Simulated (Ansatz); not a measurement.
**BrH3NOSi radical: small, medium and large basis sets**

The task here is to estimate one member of a computed series from the others.

Program: Ansatz 0.2.0, Gaussian basis. Level of theory: one geometry, several basis sets. These are calculated values, not measurements.

The runs, in order: PBE0-D4/def2-SVP; ωB97M-V/def2-SVP; PBE0-D4/def2-QZVPP; ωB97M-V/def2-QZVPP; the functionals' def2-TZVPP values are taken from earlier runs.

### The relaxed structure

The geometry comes from an earlier relaxation with PBE0-D4 in a triple-zeta def2 set; it is a stationary point, not always the lowest conformer.

SMILES `N[Si](O)Br`, 7 atoms, charge 0, spin multiplicity 2.

Atoms are counted from 1 here; the program's logs count them from 0.

Bond lengths: N1–Si2 1.700 Å, N1–H5 1.008 Å, N1–H6 1.006 Å, Si2–O3 1.644 Å, Si2–Br4 2.253 Å, O3–H7 0.959 Å. Angles: Si2–N1–H5 120.3°, Si2–N1–H6 121.3°, H5–N1–H6 113.0°, N1–Si2–O3 104.1°, N1–Si2–Br4 107.5°, O3–Si2–Br4 113.6°, Si2–O3–H7 116.4°.

The first run:

Contents of in.yaml:

```yaml
crystal:
  periodic: [false, false, false]
  atoms:
    - {symbol: N, position_ang: [-0.457105, 1.090430, -0.258860]}
    - {symbol: Si, position_ang: [0.156315, -0.266008, 0.562279]}
    - {symbol: O, position_ang: [1.247030, -0.909235, -0.485648]}
    - {symbol: Br, position_ang: [-1.579809, -1.631284, 1.006830]}
    - {symbol: H, position_ang: [0.156904, 1.675612, -0.802929]}
    - {symbol: H, position_ang: [-1.272326, 1.577455, 0.073706]}
    - {symbol: H, position_ang: [1.810192, -1.604968, -0.140977]}
basis:
  gaussian: {orbitals: def2-SVP}
magnetization: {spin_polarized: true, initial_magnetization: 1}
hamiltonian: {xc: pbe0, dispersion: d4}
output: {orbitals: {seedname: orbitals}}
```

Command:

```console
$ ansatz run in.yaml --threads 4 --pin off --events-out ev --progress --plain --max-ram 10444MiB
```

Among the steps run: PBE0-D4 in def2-SVP; ωB97M-V in def2-SVP; PBE0-D4 in def2-QZVPP; ωB97M-V in def2-QZVPP.

One table of the session follows, with a row left open; its other results are not shown here.

It belongs to the step «Functionals by basis». 

| functional | basis | HOMO (eV) | LUMO (eV) |
| --- | --- | --- | --- |
| PBE0-D4 | def2-SVP | -5.57 | -2.05 |
| PBE0-D4 | def2-TZVPP | -5.76 | -2.17 |
| PBE0-D4 | def2-QZVPP | -5.82 | -2.25 |
| ωB97M-V | def2-SVP | -7.34 | -0.41 |
| ωB97M-V | def2-TZVPP | ? | ? |
| ωB97M-V | def2-QZVPP | -7.60 | -0.75 |

Estimate the missing values for ωB97M-V, def2-TZVPP.

As computed: HOMO (eV): -7.54; LUMO (eV): -0.62. In the column «HOMO (eV)» it lies between ωB97M-V, def2-QZVPP (-7.60) and ωB97M-V, def2-SVP (-7.34).
